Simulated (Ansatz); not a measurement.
# Au (fcc): the cost of one run

Method: DFT PBEsol, scalar-relativistic, plane waves, PAW, in Ansatz 0.2.0.

### 1 Starting point

The structure is cubic, space group Fm-3m (No. 225). Conventional cell: a = 4.118 Å, b = 4.118 Å, c = 4.118 Å, α = 90.00°, β = 90.00°, γ = 90.00°. Au (site symmetry m-3m) is surrounded by 12 Au at 2.91 Å.

Coordinates:

```xyz
1
Lattice="0.0000 2.0592 2.0592 2.0592 0.0000 2.0592 2.0592 2.0592 0.0000" Properties=species:S:1:pos:R:3 pbc="T T T"
Au    0.0000    0.0000    0.0000
```

### 2 Volume × 1.03

input.yaml

```yaml
crystal:
  lattice:
    - [0.0, 2.0591894318, 2.0591894318]
    - [2.0591894318, 0.0, 2.0591894318]
    - [2.0591894318, 2.0591894318, 0.0]
  atoms:
    - { symbol: Au, position: [0.0, 0.0, 0.0] }
scf:
  occupations: { method: gaussian, width: 0.05 }
output:
  forces: true
  stress: true
  eigenvalues: true
  write_density: true
  write_potential: true
  elf: true
  volumetric_format: npy
hamiltonian:
  xc: pbesol
basis:
  ecutwfc: 450
kpoints:
  mp_grid: { grid: [22, 22, 22] }
```

The run is started by

```bash
$ ansatz run input.yaml --threads 1 --pin off --max-ram 2867MiB --backend cpu --events-out ev --progress --plain --runs-dir out
```

What time and memory should one allow on 1 thread of Intel Xeon at 2.30GHz, shared host?

About 4.3 s, with a peak of 0.42 GiB.
